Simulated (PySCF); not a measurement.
**Ways to converge the SCF of CsCl2⁻**

Aim: find out which solver settings change the answer for CsCl2⁻.

Computed with PySCF 2.14.0. Level: method and basis as typed in the scripts.

**1. Where the work starts**

CsCl2⁻: 3 atoms, charge -1, spin multiplicity 1.

Bond lengths: Cs1–Cl2 3.187 Å, Cs1–Cl3 3.187 Å. Angles: Cl2–Cs1–Cl3 170.3°.

**2. The run that the others are compared with**

Contents of input.py:

```python
from pyscf import gto, scf

mol = gto.M(
    atom='Cs 0 0 0.0503; Cl 3.1757 0 0.3185; Cl -3.1757 0 0.3185',
    basis='lanl2dz',
    ecp={'Cs': 'lanl2dz', 'Cl': 'lanl2dz'},
    charge=-1,
    spin=0,
    verbose=4,
)
mf = scf.RHF(mol)
mf.kernel()
mf.stability(internal=True, external=True)
mf.dip_moment()
print('orbital energies (hartree):', mf.mo_energy[..., max(0, mol.nelec[1]-3):mol.nelec[0]+3].round(4))
```

Launch:

```bash
$ OMP_NUM_THREADS=1 python input.py
```

Its log is not repeated here.

It gives: E(SCF) = -49.209626 Eh, 8 cycles, internal stable; real -> complex stable; RHF/RKS -> UHF/UKS stable.

The dipole of an ion depends on the origin.

**3. Point-group symmetry on**

Variant 1 changes point-group symmetry: off → on.

Contents of input.py:

```python
from pyscf import gto, scf

mol = gto.M(
    atom='Cs 0 0 0.0503; Cl 3.1757 0 0.3185; Cl -3.1757 0 0.3185',
    basis='lanl2dz',
    ecp={'Cs': 'lanl2dz', 'Cl': 'lanl2dz'},
    charge=-1,
    spin=0,
    symmetry=True,
    verbose=4,
)
mf = scf.RHF(mol)
mf.kernel()
mf.stability(internal=True, external=True)
mf.dip_moment()
print('orbital energies (hartree):', mf.mo_energy[..., max(0, mol.nelec[1]-3):mol.nelec[0]+3].round(4))
```

Launch:

```bash
$ OMP_NUM_THREADS=1 python input.py
```

**4. Initial guess hcore**

Variant 2 changes initial guess: minao → hcore.

Edit input.py of step 2 so:

```diff
@@ -11,2 +11,3 @@
 mf = scf.RHF(mol)
+mf.init_guess = 'hcore'
 mf.kernel()
```

**5. Initial guess 1e**

Variant 3 changes initial guess: minao → 1e.

Edit input.py of step 2 so:

```diff
@@ -11,2 +11,3 @@
 mf = scf.RHF(mol)
+mf.init_guess = '1e'
 mf.kernel()
```

**6. Second-order solver on**

Variant 4 changes second-order solver: off → on.

Edit input.py of step 2 so:

```diff
@@ -11,2 +11,3 @@
 mf = scf.RHF(mol)
+mf = mf.newton()
 mf.kernel()
```

What does the calculation give? Wanted: for each run, E(SCF); from base; gap; after the SCF.

**Answer**, as computed:

```
                    run  E(SCF) (hartree)  from base (eV)   cycles  gap (eV)              after the SCF
                   base        -49.209626               0        8      7.80                     stable
point-group symmetry on        -49.209626          0.0000        8      7.80  stable (point group kept)
    initial guess hcore        -49.209626          0.0000       10      7.80                     stable
       initial guess 1e        -49.209626          0.0000       10      7.80                     stable
 second-order solver on        -49.209626          0.0000  3 macro      7.80                     stable
```

Distance from each run's final energy (log10 hartree) by cycle:

```
                    run  cycle 1  cycle 2  cycle 3  cycle 5  cycle 8  cycle 12
                   base     -1.4     -2.5     -3.5     -6.2    < -11      done
point-group symmetry on     -1.4     -2.5     -3.5     -6.2    < -11      done
    initial guess hcore      1.0      0.3     -0.4     -4.1     -8.9      done
       initial guess 1e      1.0      0.3     -0.4     -4.1     -8.9      done
 second-order solver on     -4.0    < -11    < -11     done     done      done
```

What this shows: No change of the SCF energy comes from point-group symmetry on or initial guess hcore or initial guess 1e or second-order solver on. With point-group symmetry on, initial guess hcore, initial guess 1e the path hardly changes: 8 to 10 cycles against 8.
